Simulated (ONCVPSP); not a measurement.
# Boron: generating and testing an ONCV potential

Task: generate the file, and judge it by its errors in other configurations, its logarithmic derivatives, its ghosts and its cutoff.

Program: ONCVPSP 4.0.1. Reference atom: LDA (Perdew-Zunger), scalar-relativistic, spherical and spin-unpolarised. All values are calculated.

## (1) The design

Typed settings, in words:

```
element                 : boron (B, Z = 5)
type                    : optimised norm-conserving Vanderbilt (ONCV)
frozen core             : [He]
valence charge          : 3
reference configuration : 2s1.75 2p1.25
partial waves           : 2s: rc 1.15 bohr, ncon 4, nbas 8, qcut 5.4 1/bohr, 3 projectors, debl 1.8 Ha; 2p: rc 1.90 bohr, ncon 4, nbas 7, qcut 4 1/bohr, 2 projectors, debl 2.1 Ha
local potential         : polynomial inside 0.80 bohr (lpopt 1, dvloc0 0 Ha)
core correction         : polynomial model core, fcfact 0.45
```

## (2) The generation run

B.dat reads:

```
# ATOM AND REFERENCE CONFIGURATION
# atsym  z   nc   nv     iexc    psfile
  B 5.00    1    2        3      upf
#
#   n    l    f
    1    0    2.00
    2    0    1.75
    2    1    1.25
#
# PSEUDOPOTENTIAL AND OPTIMIZATION
# lmax
    1
#
#   l,   rc,      ep,       ncon, nbas, qcut
    0    1.15    0.00    4    8    5.40
    1    1.90    0.00    4    7    4.00
#
# LOCAL POTENTIAL
# lloc, lpopt,  rc(5),   dvloc0
    4    1    0.80    0.00
#
# VANDERBILT-KLEINMAN-BYLANDER PROJECTORs
# l, nproj, debl
    0    3    1.80
    1    2    2.10
#
# MODEL CORE CHARGE
# icmod, fcfact, rcfact
    1    0.45    0.00
#
# LOG DERIVATIVE ANALYSIS
# epsh1, epsh2, depsh
   -2.00    5.00    0.02
#
# OUTPUT GRID
# rlmax, drl
    6.00    0.01
#
# TEST CONFIGURATIONS
# ncnf
    4
# nvcnf
#   n    l    f
    2
    2    0    2.00
    2    1    1.00
#
    2
    2    0    2.00
    2    1    0.00
#
    2
    2    0    1.00
    2    1    0.00
#
    2
    2    0    2.00
    2    1    0.50
#
```

Command:

```sh
$ oncvpsp.x < B.dat > B.out
```

What does the calculation give? Wanted: cutoffs for 1 and 0.1 mHa per electron, occupied waves; bound ghosts; GHOST(+) flags; largest test error; largest phase difference near zero energy, channels read; rms error of d²Exc/dn², without and with the model core.

**Answer**, as computed:

```
                                                quantity                       value
  cutoffs for 1 and 0.1 mHa per electron, occupied waves             19 Ha and 38 Ha
                                            bound ghosts             s at -149.37 eV
                                          GHOST(+) flags  s at 2136 eV, s at 3349 eV
                            largest test error (AE − PS)       +112 meV, for 2s1 2p0
largest phase difference near zero energy, channels read                   0.001 rad
 rms error of d²Exc/dn², without and with the model core           3.03 and 1.08 mHa
```

A bound ghost (s) makes it unfit for use: electrons can fall into a state that the atom doesn't have. By total energies transferability is poor: the largest error is 112 meV on 32.2 eV, for 2s1 2p0. It counts as of middling hardness, with 19 Ha needed at the looser tolerance. At the looser tolerance the 2p wave is the slowest; 2s needs 12 Ha. Near zero energy the phases of the channels with partial waves agree within 0.001 rad. The program also flags highly localised states, GHOST(+) (s). These are tests on the free atom; a crystal test is still owed.
